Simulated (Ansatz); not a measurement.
# Nickel, bcc under BLYP: ground state and equation of state

What does BLYP give for nickel in the bcc structure? We relax it, solve it on a dense k-mesh, then scale the cell to 7 volumes from 88 to 112 % of the relaxed one and try a fit of the equation of state. The start is antiferromagnetic (CsCl-type). The k-meshes are 11×11×11 for the relaxation; 18×18×18 for the dense run; 12×12×12 for the volumes.

This is Ni in the bcc structure; at room conditions it is fcc.

Computed with Ansatz 0.2.0 (DFT BLYP, plane waves (420 eV) with PAW, scalar-relativistic; the PAW data stem from PBE, with regenerated cores, unless a step says otherwise).

## (1) The system as given

The structure is cubic, space group Im-3m (No. 229). The conventional cell has a = 2.797 Å, b = 2.797 Å, c = 2.797 Å, α = 90.00°, β = 90.00°, γ = 90.00°. Around Ni (site symmetry m-3m) lie 8 Ni at 2.42 Å.

As a file:

```cif
data_structure
_symmetry_space_group_name_H-M 'Im-3m'
_symmetry_Int_Tables_number 229
_cell_length_a 2.7969
_cell_length_b 2.7969
_cell_length_c 2.7969
_cell_angle_alpha 90.000
_cell_angle_beta 90.000
_cell_angle_gamma 90.000
_cell_volume 21.88
loop_
_atom_site_label
_atom_site_type_symbol
_atom_site_symmetry_multiplicity
_atom_site_Wyckoff_symbol
_atom_site_fract_x
_atom_site_fract_y
_atom_site_fract_z
_atom_site_occupancy
Ni1 Ni 2 a 0.00000 0.00000 0.00000 1
```

The atoms start with moments of +0.8, -0.8 μB.

## (2) Geometry optimisation

input.yaml reads:

```yaml
crystal:
  lattice:
    - [2.7969054095, 0.0, 0.0]
    - [0.0, 2.7969054095, 0.0]
    - [0.0, 0.0, 2.7969054095]
  atoms:
    - { symbol: Ni, position: [0.0, 0.0, 0.0], spin: 0.8 }
    - { symbol: Ni, position: [0.5, 0.5, 0.5], spin: -0.8 }
hamiltonian:
  xc: blyp
  pseudopotentials:
    kind: paw
    azcp:
      Ni: "pseudopotentials/Ni.paw.azcp"
basis:
  ecutwfc: 420
  fft_grid_basis: typed
kpoints:
  mp_grid: { grid: [11, 11, 11], shift: [0, 0, 0] }
magnetization:
  spin_polarized: true
scf:
  occupations: { method: fermi_dirac, width: 0.05 }
relax:
  max_steps: 60
  f_tol: 0.01
  cell: {}
```

After this run come: Dense single point; The cell scaled to 88 % of its volume; The cell scaled to 92 % of its volume; The cell scaled to 96 % of its volume; The cell scaled to 100 % of its volume; The cell scaled to 104 % of its volume; The cell scaled to 108 % of its volume; The cell scaled to 112 % of its volume.

Before running it: what results should come out? Wanted: space group; conventional cell; volume; shortest distance; gap on the mesh; magnetic state; relative to fcc, ferromagnetic; V₀, B₀, B₀′.

**Answer**, as computed:

```
                      quantity                                  value
space group (spins left aside)                        Im-3m (No. 229)
             conventional cell                            a = 2.840 Å
                        volume                         11.455 Å³/atom
             shortest distance                                2.460 Å
               gap on the mesh           none (levels filled in part)
                magnetic state  ferromagnetic, up to 0.58 μB per atom
relative to fcc, ferromagnetic                           +89 meV/atom
                   V₀, B₀, B₀′           11.536 Å³/atom, 165 GPa, 4.9
```

**Reading.** The relaxation enlarged the cell by 4.7 % in volume. Against the reference form of nickel (fcc, ferromagnetic, computed apart with the same settings) it stands 89 meV/atom higher. It ends ferromagnetic, with up to 0.58 μB per atom. That is not the order it started in. No gap shows: it is a metal or semimetal at this level. The fitted modulus is 165 GPa. Relaxation kept the symmetry; phonons were not checked.
